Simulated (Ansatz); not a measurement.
**AlTeH3 (SMILES [AlH2][TeH]): one structure at several levels**

The atoms stand at a structure displaced at random from a GFN2-xTB minimum. How far do the functionals agree with CCSD(T) there?

The runs use Ansatz 0.2.0, Gaussian basis; single points in def2-TZVPP.

Cores are frozen in the correlated methods. Filled d shells of the heavier atoms are correlated. Core potentials replace the inner electrons past krypton, and spin-orbit coupling is left out.

**1. The starting structure**

SMILES `[AlH2][TeH]`, 5 atoms, charge 0, spin multiplicity 1.

Atoms are counted from 1 here; the program's logs count them from 0.

Bond lengths: Al1–Te2 2.563 Å, Al1–H3 1.500 Å, Al1–H4 1.438 Å, Te2–H5 1.724 Å. Angles: Te2–Al1–H3 119.2°, Te2–Al1–H4 122.0°, H3–Al1–H4 118.8°, Al1–Te2–H5 79.3°.

As a file:

```csv
atom,x (Å),y (Å),z (Å)
Al1,-0.4703,-0.5622,-0.0775
Te2,0.2947,1.7942,-0.7357
H3,-1.3357,-0.7388,1.1352
H4,-0.0616,-1.7281,-0.8128
H5,1.5457,1.3449,0.3614
```

**2. CCSD(T)/def2-TZVPP**

File run/in.yaml:

```yaml
crystal:
  periodic: [false, false, false]
  atoms:
    - {symbol: Al, position_ang: [-0.470300, -0.562200, -0.077500]}
    - {symbol: Te, position_ang: [0.294700, 1.794200, -0.735700]}
    - {symbol: H, position_ang: [-1.335700, -0.738800, 1.135200]}
    - {symbol: H, position_ang: [-0.061600, -1.728100, -0.812800]}
    - {symbol: H, position_ang: [1.545700, 1.344900, 0.361400]}
basis:
  gaussian: {orbitals: def2-TZVPP}
correlation: {method: ccsd_t}
output: {forces: true}
```

No record of the launch command was kept for these runs.

**3. PBE0-D4/def2-TZVPP**

Changes to run/in.yaml since step 2:

```diff
@@ -10,3 +10,3 @@
   gaussian: {orbitals: def2-TZVPP}
-correlation: {method: ccsd_t}
-output: {forces: true}
+hamiltonian: {xc: pbe0, dispersion: d4}
+output: {forces: true, orbitals: {seedname: orbitals}}
```

**4. wB97M-V/def2-TZVPP**

Changes to run/in.yaml since step 3:

```diff
@@ -10,3 +10,3 @@
   gaussian: {orbitals: def2-TZVPP}
-hamiltonian: {xc: pbe0, dispersion: d4}
-output: {forces: true, orbitals: {seedname: orbitals}}
+hamiltonian: {xc: {name: wB97M-V}}
+output: {forces: true}
```

**5. r2SCAN-D4/def2-TZVPP**

Changes to run/in.yaml since step 4:

```diff
@@ -10,3 +10,3 @@
   gaussian: {orbitals: def2-TZVPP}
-hamiltonian: {xc: {name: wB97M-V}}
+hamiltonian: {xc: r2scan, dispersion: d4}
 output: {forces: true}
```

**6. PBE-D4/def2-TZVPP**

Changes to run/in.yaml since step 5:

```diff
@@ -10,3 +10,3 @@
   gaussian: {orbitals: def2-TZVPP}
-hamiltonian: {xc: r2scan, dispersion: d4}
+hamiltonian: {xc: pbe, dispersion: d4}
 output: {forces: true}
```

**7. CAM-B3LYP-D4/def2-TZVPP**

Changes to run/in.yaml since step 6:

```diff
@@ -10,3 +10,3 @@
   gaussian: {orbitals: def2-TZVPP}
-hamiltonian: {xc: pbe, dispersion: d4}
+hamiltonian: {xc: {name: CAM-B3LYP}, dispersion: d4}
 output: {forces: true}
```

**8. BHLYP-D4/def2-TZVPP**

Changes to run/in.yaml since step 7:

```diff
@@ -10,3 +10,3 @@
   gaussian: {orbitals: def2-TZVPP}
-hamiltonian: {xc: {name: CAM-B3LYP}, dispersion: d4}
+hamiltonian: {xc: {name: BHLYP}, dispersion: d4}
 output: {forces: true}
```

(Steps that only read results are left out.)

Q: Predict the outcome of this session. Wanted: energy less free atoms, CCSD(T)/def2-TZVPP; RMS force component; RMS force error; HOMO and LUMO, PBE0-D4; T1 diagnostic.

The runs gave:

| quantity | value |
| --- | --- |
| energy less free atoms, CCSD(T)/def2-TZVPP | -1067.4 kJ/mol |
| RMS force component | 0.925 to 0.986 eV/Å over the methods |
| RMS force error | PBE0-D4 0.040, wB97M-V 0.055, r2SCAN-D4 0.045, PBE-D4 0.149, CAM-B3LYP-D4 0.051, BHLYP-D4 0.086 eV/Å |
| HOMO and LUMO, PBE0-D4 | -6.42 and -1.93 eV |
| T1 diagnostic | 0.010 |

**Reading.** Against CCSD(T) the functionals' energies less atoms differ by -20.6 to +0.5 kJ/mol, PBE-D4 by -2.7 kJ/mol. CCSD(T) in triple zeta still lacks some correlation energy of the bonds, so part of these gaps is its own basis error and they don't rank the functionals. For forces PBE0-D4 does best and PBE-D4 worst. Frozen-core CCSD(T) forces in triple zeta carry basis errors of their own, and this is one geometry, so small gaps rank nothing.
